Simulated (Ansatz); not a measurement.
# Zn4S: the cost of one run

Method: DFT PBE, scalar-relativistic, plane waves, PAW, in Ansatz 0.2.0.

## (1) The starting structure

It takes space group P-43m (No. 215, cubic). The conventional cell has a = 4.537 Å, b = 4.537 Å, c = 4.537 Å, α = 90.00°, β = 90.00°, γ = 90.00°. Zn (site symmetry 3m) is surrounded by 1 S at 2.42 Å and 3 Zn at 2.46 Å. S (site symmetry -43m) is surrounded by 4 Zn at 2.42 Å.

Structure file:

```xyz
5
Lattice="4.5370 0.0000 0.0000 0.0000 4.5370 0.0000 0.0000 0.0000 4.5370" Properties=species:S:1:pos:R:3 pbc="T T T"
Zn    1.3976    1.3976    1.3976
Zn    3.1395    3.1395    1.3976
Zn    3.1395    1.3976    3.1395
Zn    1.3976    3.1395    3.1395
S     0.0000    0.0000    0.0000
```

The cell is invented: random cell by space group and Wyckoff sites (P-43m, No. 215). The dimensions are guesses.

## (2) The guess as it stands, on a coarse mesh

File input.yaml:

```yaml
crystal:
  lattice:
    - [4.53702785, 0.0, 0.0]
    - [0.0, 4.53702785, 0.0]
    - [0.0, 0.0, 4.53702785]
  atoms:
    - { symbol: Zn, position: [0.30803547, 0.30803547, 0.30803547] }
    - { symbol: Zn, position: [0.69196453, 0.69196453, 0.30803547] }
    - { symbol: Zn, position: [0.69196453, 0.30803547, 0.69196453] }
    - { symbol: Zn, position: [0.30803547, 0.69196453, 0.69196453] }
    - { symbol: S, position: [0.0, 0.0, 0.0] }
basis:
  ecutwfc: 420
kpoints:
  mp_grid: { grid: [4, 4, 4] }
hamiltonian:
  xc: pbe
scf:
  occupations: { method: gaussian, width: 0.1 }
  lower_state_search: "off"
output:
  forces: true
  stress: true
  eigenvalues: true
```

Started as:

```
> ansatz run input.yaml --threads 1 --pin off --max-ram 2560MiB --backend cpu --events-out ev --progress --plain --runs-dir out
```

**Question.** How long does this run take on 1 thread of Intel Xeon at 2.70GHz, shared host, and how much memory does it need?

About 2.5 s, with a peak of 0.33 GiB.
